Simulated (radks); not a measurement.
**Taking charge from the 3p level of Fe²⁺ in fractions**

What happens to E and to the 3p eigenvalue of Fe²⁺ when a fraction of an electron is removed? The exact functional would give straight lines between whole numbers for a frontier level.

Program: radks (a radial shooting solver on a logarithmic mesh, Libxc functionals) version 1. Level of theory: scalar-relativistic Kohn-Sham, PBE, spin-polarised, spherical densities, finite nucleus; open shells are filled with parallel spins first. These are calculated values, not measurements, unless marked.

## (1) The atom as given

| Item | Value |
| --- | --- |
| element | iron (Z = 26) |
| charge | +2 |
| electrons | 24 |
| configuration | [Ne] 3s2 3p(up 3, down 3) 3d6 |
| nuclear rms radius | 3.7377 fm |

A shell typed twice in an input gives spin up, then spin down.

## (2) Start: [Ne] 3s2 3p(up 3, down 3) 3d6

The run's settings:

```text
Z 26
configuration [Ne] 3s2 3p3 3p3 3d6
relativity scalar-relativistic
functional pbe,pbe
spin polarised
nucleus finite rms 3.7377 fm
c 137.035999084
```

## (3) 0.1 electron removed from 3p

The run's settings:

```text
Z 26
configuration [Ne] 3s2 3p3 3p2.9 3d6
relativity scalar-relativistic
functional pbe,pbe
spin polarised
nucleus finite rms 3.7377 fm
c 137.035999084
```

## (4) 0.2 electron removed from 3p

The run's settings:

```text
Z 26
configuration [Ne] 3s2 3p3 3p2.8 3d6
relativity scalar-relativistic
functional pbe,pbe
spin polarised
nucleus finite rms 3.7377 fm
c 137.035999084
```

## (5) 0.3 electron removed from 3p

The run's settings:

```text
Z 26
configuration [Ne] 3s2 3p3 3p2.7 3d6
relativity scalar-relativistic
functional pbe,pbe
spin polarised
nucleus finite rms 3.7377 fm
c 137.035999084
```

## (6) 0.4 electron removed from 3p

The run's settings:

```text
Z 26
configuration [Ne] 3s2 3p3 3p2.6 3d6
relativity scalar-relativistic
functional pbe,pbe
spin polarised
nucleus finite rms 3.7377 fm
c 137.035999084
```

## (7) 0.5 electron removed from 3p

The run's settings:

```text
Z 26
configuration [Ne] 3s2 3p3 3p2.5 3d6
relativity scalar-relativistic
functional pbe,pbe
spin polarised
nucleus finite rms 3.7377 fm
c 137.035999084
```

## (8) 0.6 electron removed from 3p

The run's settings:

```text
Z 26
configuration [Ne] 3s2 3p3 3p2.4 3d6
relativity scalar-relativistic
functional pbe,pbe
spin polarised
nucleus finite rms 3.7377 fm
c 137.035999084
```

## (9) 0.7 electron removed from 3p

The run's settings:

```text
Z 26
configuration [Ne] 3s2 3p3 3p2.3 3d6
relativity scalar-relativistic
functional pbe,pbe
spin polarised
nucleus finite rms 3.7377 fm
c 137.035999084
```

## (10) 0.8 electron removed from 3p

The run's settings:

```text
Z 26
configuration [Ne] 3s2 3p3 3p2.2 3d6
relativity scalar-relativistic
functional pbe,pbe
spin polarised
nucleus finite rms 3.7377 fm
c 137.035999084
```

## (11) 0.9 electron removed from 3p

The run's settings:

```text
Z 26
configuration [Ne] 3s2 3p3 3p2.1 3d6
relativity scalar-relativistic
functional pbe,pbe
spin polarised
nucleus finite rms 3.7377 fm
c 137.035999084
```

## (12) 1 electron removed from 3p

The run's settings:

```text
Z 26
configuration [Ne] 3s2 3p3 3p2 3d6
relativity scalar-relativistic
functional pbe,pbe
spin polarised
nucleus finite rms 3.7377 fm
c 137.035999084
```

What does the calculation give? Wanted: for each run, removed; E − E(0); eigenvalue; E minus straight line.

**Answer**, as computed:

```tsv
removed (e)	E − E(0) (eV)	eigenvalue (eV)	E minus straight line (eV)
0	0.000	-75.780	0.000
0.1	7.661	-77.493	-0.807
0.2	15.495	-79.233	-1.440
0.3	23.505	-80.999	-1.899
0.4	31.692	-82.790	-2.180
0.5	40.059	-84.606	-2.280
0.6	48.609	-86.443	-2.198
0.7	57.344	-88.302	-1.931
0.8	66.266	-90.182	-1.477
0.9	75.377	-92.081	-0.834
1	84.679	-93.998	0.000
```

What this shows: Removing the whole electron costs 84.679 eV, against 75.780 eV from minus the starting eigenvalue. Slater's transition state, half an electron removed, gives 84.606 eV. The trapezoid integral of minus the eigenvalue gives 84.702 eV over the range, against 84.679 eV from the energies (Janak's theorem; approximate here, since the scalar-relativistic density holds large components alone). The eigenvalue moves by 18.2 eV per electron. E bends below the straight line by 2.28 eV at 0.5 electron removed.
